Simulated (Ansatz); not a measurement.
**Alloy of ZnSe and CdSe (9 of 48 Zn sites exchanged), 96 atoms**

Aim: relax the alloy cell and compare the gap by PBEsol and HSE06.

All numbers are computed with Ansatz 0.2.0 (PAW, plane waves).

## (1) Starting point

96 atoms (39 Zn, 9 Cd, 48 Se); a = 12.115 Å, b = 13.990 Å, c = 13.250 Å, α = 90.00°, β = 90.00°, γ = 90.00°. All atoms were shaken off their sites by about 0.02 Å along each axis.

The runs, in order: (2) PBEsol cell relaxation at the single k point (¼, ¼, ¼), on 1 × NVIDIA GB300 Max-Q with 8 threads of Arm Neoverse-V2; (3) HSE06 single point at the single k point (¼, ¼, ¼), on 1 × NVIDIA GB300 Max-Q with 8 threads of Arm Neoverse-V2.

## (2) Relaxing cell and atoms with PBEsol

in.yaml

```yaml
crystal:
  lattice:
    - [12.115425, 0.000000, 0.000000]
    - [0.000000, 13.989686, 0.000000]
    - [0.000000, 0.000000, 13.249758]
  atoms:
    - { symbol: Zn, position: [0.001792, 0.166609, 0.000888] }
    - { symbol: Zn, position: [0.003209, 0.167481, 0.499636] }
    - { symbol: Zn, position: [0.333953, 0.166920, 0.001206] }
    - { symbol: Zn, position: [0.330959, 0.166255, 0.501980] }
    - { symbol: Zn, position: [0.000656, 0.660445, 0.999489] }
    - { symbol: Zn, position: [0.996524, 0.665291, 0.500934] }
    - { symbol: Zn, position: [0.665903, 0.164313, 0.498556] }
    - { symbol: Zn, position: [0.499518, 0.414700, 0.002999] }
    - { symbol: Zn, position: [0.498689, 0.416192, 0.497403] }
    - { symbol: Zn, position: [0.334948, 0.665458, 0.003619] }
    - { symbol: Zn, position: [0.162978, 0.918895, 0.999434] }
    - { symbol: Zn, position: [0.169102, 0.918964, 0.497687] }
    - { symbol: Zn, position: [0.832834, 0.418269, 0.998647] }
    - { symbol: Zn, position: [0.831774, 0.416271, 0.502087] }
    - { symbol: Zn, position: [0.668449, 0.666193, 0.002499] }
    - { symbol: Zn, position: [0.666852, 0.667215, 0.498493] }
    - { symbol: Zn, position: [0.498774, 0.916723, 0.999470] }
    - { symbol: Zn, position: [0.498193, 0.916197, 0.502280] }
    - { symbol: Zn, position: [0.833370, 0.916896, 0.999642] }
    - { symbol: Zn, position: [0.831390, 0.915885, 0.500658] }
    - { symbol: Zn, position: [0.166584, 0.081789, 0.250270] }
    - { symbol: Zn, position: [0.168471, 0.083893, 0.750943] }
    - { symbol: Zn, position: [0.998564, 0.331934, 0.249391] }
    - { symbol: Zn, position: [0.000597, 0.331804, 0.752568] }
    - { symbol: Zn, position: [0.499771, 0.084058, 0.750984] }
    - { symbol: Zn, position: [0.332124, 0.332224, 0.249496] }
    - { symbol: Zn, position: [0.331747, 0.332002, 0.750047] }
    - { symbol: Zn, position: [0.167230, 0.582108, 0.249820] }
    - { symbol: Zn, position: [0.166206, 0.582575, 0.750598] }
    - { symbol: Zn, position: [0.001636, 0.832502, 0.249672] }
    - { symbol: Zn, position: [0.001293, 0.832042, 0.748872] }
    - { symbol: Zn, position: [0.827673, 0.083456, 0.247781] }
    - { symbol: Zn, position: [0.836041, 0.083023, 0.750415] }
    - { symbol: Zn, position: [0.666098, 0.332326, 0.248853] }
    - { symbol: Zn, position: [0.667459, 0.330154, 0.749737] }
    - { symbol: Zn, position: [0.500520, 0.583085, 0.748910] }
    - { symbol: Zn, position: [0.334758, 0.833882, 0.250088] }
    - { symbol: Zn, position: [0.833418, 0.582350, 0.250414] }
    - { symbol: Zn, position: [0.667517, 0.835234, 0.247564] }
    - { symbol: Cd, position: [0.168887, 0.416047, 0.000871] }
    - { symbol: Cd, position: [0.170010, 0.416218, 0.501536] }
    - { symbol: Cd, position: [0.665869, 0.164856, 0.998804] }
    - { symbol: Cd, position: [0.334623, 0.667755, 0.499977] }
    - { symbol: Cd, position: [0.499743, 0.082485, 0.251178] }
    - { symbol: Cd, position: [0.495800, 0.581869, 0.249150] }
    - { symbol: Cd, position: [0.331977, 0.832526, 0.750540] }
    - { symbol: Cd, position: [0.835079, 0.583400, 0.749893] }
    - { symbol: Cd, position: [0.663575, 0.835007, 0.752934] }
    - { symbol: Se, position: [0.998044, 0.170698, 0.187137] }
    - { symbol: Se, position: [0.998739, 0.166600, 0.686370] }
    - { symbol: Se, position: [0.336913, 0.166695, 0.187509] }
    - { symbol: Se, position: [0.332707, 0.167976, 0.687323] }
    - { symbol: Se, position: [0.165704, 0.415338, 0.187493] }
    - { symbol: Se, position: [0.163197, 0.418534, 0.686577] }
    - { symbol: Se, position: [0.000565, 0.663967, 0.188368] }
    - { symbol: Se, position: [0.001445, 0.666715, 0.690225] }
    - { symbol: Se, position: [0.665155, 0.166696, 0.188729] }
    - { symbol: Se, position: [0.667039, 0.167238, 0.685279] }
    - { symbol: Se, position: [0.497337, 0.418392, 0.189481] }
    - { symbol: Se, position: [0.501581, 0.414723, 0.685991] }
    - { symbol: Se, position: [0.332018, 0.667903, 0.190642] }
    - { symbol: Se, position: [0.332166, 0.666791, 0.687675] }
    - { symbol: Se, position: [0.166992, 0.916861, 0.187535] }
    - { symbol: Se, position: [0.165692, 0.919261, 0.686800] }
    - { symbol: Se, position: [0.832592, 0.415446, 0.186842] }
    - { symbol: Se, position: [0.833235, 0.416555, 0.687366] }
    - { symbol: Se, position: [0.666455, 0.667704, 0.184868] }
    - { symbol: Se, position: [0.666953, 0.666512, 0.686576] }
    - { symbol: Se, position: [0.500946, 0.914556, 0.187347] }
    - { symbol: Se, position: [0.501701, 0.915977, 0.688352] }
    - { symbol: Se, position: [0.830040, 0.915555, 0.186236] }
    - { symbol: Se, position: [0.830957, 0.916480, 0.688267] }
    - { symbol: Se, position: [0.165139, 0.083583, 0.437427] }
    - { symbol: Se, position: [0.166645, 0.083920, 0.939200] }
    - { symbol: Se, position: [0.999054, 0.332026, 0.438446] }
    - { symbol: Se, position: [0.997129, 0.332079, 0.937068] }
    - { symbol: Se, position: [0.494873, 0.082261, 0.436948] }
    - { symbol: Se, position: [0.499837, 0.082304, 0.939438] }
    - { symbol: Se, position: [0.332190, 0.332579, 0.438288] }
    - { symbol: Se, position: [0.332915, 0.334220, 0.940347] }
    - { symbol: Se, position: [0.162082, 0.583809, 0.439026] }
    - { symbol: Se, position: [0.165557, 0.580671, 0.936399] }
    - { symbol: Se, position: [0.001440, 0.832456, 0.438972] }
    - { symbol: Se, position: [0.999909, 0.831337, 0.936605] }
    - { symbol: Se, position: [0.833897, 0.083687, 0.439075] }
    - { symbol: Se, position: [0.832175, 0.082474, 0.934860] }
    - { symbol: Se, position: [0.667546, 0.333625, 0.435782] }
    - { symbol: Se, position: [0.670381, 0.333091, 0.937725] }
    - { symbol: Se, position: [0.500981, 0.584700, 0.436799] }
    - { symbol: Se, position: [0.499541, 0.583020, 0.935793] }
    - { symbol: Se, position: [0.331702, 0.833335, 0.438108] }
    - { symbol: Se, position: [0.336145, 0.832784, 0.937481] }
    - { symbol: Se, position: [0.832481, 0.583635, 0.440668] }
    - { symbol: Se, position: [0.832944, 0.584551, 0.933656] }
    - { symbol: Se, position: [0.666572, 0.834334, 0.436672] }
    - { symbol: Se, position: [0.668393, 0.832315, 0.937602] }
  symmetry: { detect: false }
kpoints:
  mp_grid: { grid: [1, 1, 1], shift: [0.25, 0.25, 0.25] }
hamiltonian:
  xc: pbesol
scf:
  occupations: { method: fermi_dirac, width: 0.01 }
relax:
  f_tol: 0.03
  max_steps: 80
  escape_saddle: false
  adjacent_minimum: "off"
  cell: { fix: [alpha, beta, gamma] }
output:
  forces: true
  eigenvalues: true
  populations: true
```

Started as:

```bash
ansatz run in.yaml --threads 8 --pin off --max-ram 118750MiB --runs-dir r --events-out ev --progress --plain --backend cuda --devices 0,
```

The runs that follow: HSE06 single point.

Before running it: what results should come out? Wanted: for each run, top filled to lowest empty.

As calculated:

| level | time | top filled to lowest empty (eV) |
| --- | --- | --- |
| PBEsol, relaxation | 23 s (GPU) | 2.17 |
| HSE06 | 3.5 min (GPU) | 3.31 |

```
     quantity                                                                         value
   relaxation                                              6 recorded steps, 3.77 eV gained
largest shift                                                                 0.23 Å (Se59)
 relaxed cell  a = 12.101 Å, b = 13.979 Å, c = 13.250 Å, α = 90.00°, β = 90.00°, γ = 90.00°
   mean bonds                                                    Cd–Se 2.609, Se–Zn 2.447 Å
```

Relaxation gains 3.77 eV, with shifts up to 0.23 Å (Se59), while the volume changes by -0.2 %. The mean lengths of the listed bonds run from Se–Zn 2.45 Å to Cd–Se 2.61 Å. At the same k points, PBEsol gives a spacing 1.14 eV smaller than the 3.31 eV of HSE06. Spin–orbit coupling is left out, which matters for the band edges of the heavier elements here. With one k point the spacing samples only the states that fold onto it, so it can exceed the gap over the zone.
